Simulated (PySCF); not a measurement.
# C4H5Al: the cost of one run

Program: PySCF 2.14.0. Level of theory: levels as typed in each script, gas phase, geometry from GFN2-xTB. These are calculated values, not measurements.

## (1) The system as given

SMILES `[AlH]1C=CC=C1`, 10 atoms, charge 0, spin multiplicity 1.

Bond lengths: Al1–C2 1.967 Å, Al1–C5 1.966 Å, Al1–H6 1.542 Å, C2–C3 1.352 Å, C2–H7 1.085 Å, C3–C4 1.464 Å, C3–H8 1.087 Å, C4–C5 1.352 Å, C4–H9 1.087 Å, C5–H10 1.085 Å. Angles: C2–Al1–C5 94.8°, C2–Al1–H6 132.5°, C5–Al1–H6 132.6°, Al1–C2–C3 100.6°, Al1–C2–H7 141.3°, C3–C2–H7 118.1°, C2–C3–C4 122.0°, C2–C3–H8 122.6°, C4–C3–H8 115.4°, C3–C4–C5 122.0°, C3–C4–H9 115.4°, C5–C4–H9 122.6°, Al1–C5–C4 100.6°, Al1–C5–H10 141.3°, C4–C5–H10 118.1°.

Geometry (Å):

```csv
atom,x (Å),y (Å),z (Å)
Al1,-1.28306,0.00008,0.00000
C2,0.04796,1.44830,0.00000
C3,1.19506,0.73188,0.00000
C4,1.19466,-0.73238,0.00000
C5,0.04715,-1.44817,0.00000
H6,-2.82490,0.00211,0.00000
H7,0.12165,2.53048,0.00000
H8,2.17720,1.19803,0.00000
H9,2.17654,-1.19908,0.00000
H10,0.12024,-2.53038,0.00000
```

## (2) The π active space (6-311+g**)

Input file input.py:

```python
import numpy as np
from pyscf import gto, scf, dft, mcscf, mrpt
from pyscf.mcscf import avas

def solve(mol, dm0=None, hcore=None):
    mf = scf.ROHF(mol) if mol.spin else scf.RHF(mol)
    mf = mf.density_fit(auxbasis='def2-universal-jkfit')
    mf.conv_tol, mf.max_cycle = 1e-8, 80
    if hcore is not None:
        mf.get_hcore = lambda *args: hcore
    mf.kernel(dm0)
    if not mf.converged:
        mf = mf.newton().run(mf.mo_coeff, mf.mo_occ, max_cycle=30)
    assert mf.converged, 'SCF not converged'
    return mf

mol = gto.M(atom='''
Al    -1.28306     0.00008     0.00000
C      0.04796     1.44830     0.00000
C      1.19506     0.73188     0.00000
C      1.19466    -0.73238     0.00000
C      0.04715    -1.44817     0.00000
H     -2.82490     0.00211     0.00000
H      0.12165     2.53048     0.00000
H      2.17720     1.19803     0.00000
H      2.17654    -1.19908     0.00000
H      0.12024    -2.53038     0.00000
''', basis='6-311+g**', charge=0, spin=0, verbose=4)
mf = solve(mol)
ncas, nel, orbs = avas.avas(mf, ['C 2pz'], threshold=0.5, openshell_option=3)
print('active space', nel, ncas)
assert 2 <= ncas <= 10, 'active space too large or empty'
mc = mcscf.CASSCF(mf, ncas, nel)
mc.natorb, mc.max_cycle_macro = True, 60
mc.fix_spin_(ss=mol.spin / 2 * (mol.spin / 2 + 1))
mc.kernel(orbs)
occ = mc.mo_occ[mc.ncore:mc.ncore + ncas]
print('natural occupations', occ.round(4))
e2 = mrpt.NEVPT(mc).kernel()
out = dict(c=mc.mo_coeff[:, mc.ncore:mc.ncore + ncas], occ=occ, e=mc.e_tot, e2=e2, ehf=mf.e_tot, ok=mc.converged, nel=nel, w0=abs(mc.ci).max() ** 2, dm=mc.make_rdm1())
# the other spin state at the same geometry
other = mol.copy().set(spin=2).build()
mo = scf.ROHF(other).density_fit(auxbasis='def2-universal-jkfit').run()
na = (nel + other.spin) // 2
m2 = mcscf.CASSCF(mo, ncas, (na, nel - na))
m2.natorb = True
m2.fix_spin_(ss=other.spin / 2 * (other.spin / 2 + 1))
m2.kernel(mc.mo_coeff)
e2o = mrpt.NEVPT(m2).kernel()
print('other state above this one / eV: CASSCF', (m2.e_tot - mc.e_tot) * 27.211386, 'NEVPT2', (m2.e_tot + e2o - mc.e_tot - e2) * 27.211386)
np.savez('result.npz', eo=m2.e_tot, e2o=e2o, oko=m2.converged, occo=m2.mo_occ[mc.ncore:mc.ncore + ncas], co=m2.mo_coeff[:, mc.ncore:mc.ncore + ncas], **out)
```

Started as:

```console
$ OMP_NUM_THREADS=1 python input.py
```

**Question.** How long does this run take on 1 thread of Arm Neoverse N1, shared host, and how much memory does it need?

About 2.2 min, with a peak of 0.39 GiB.
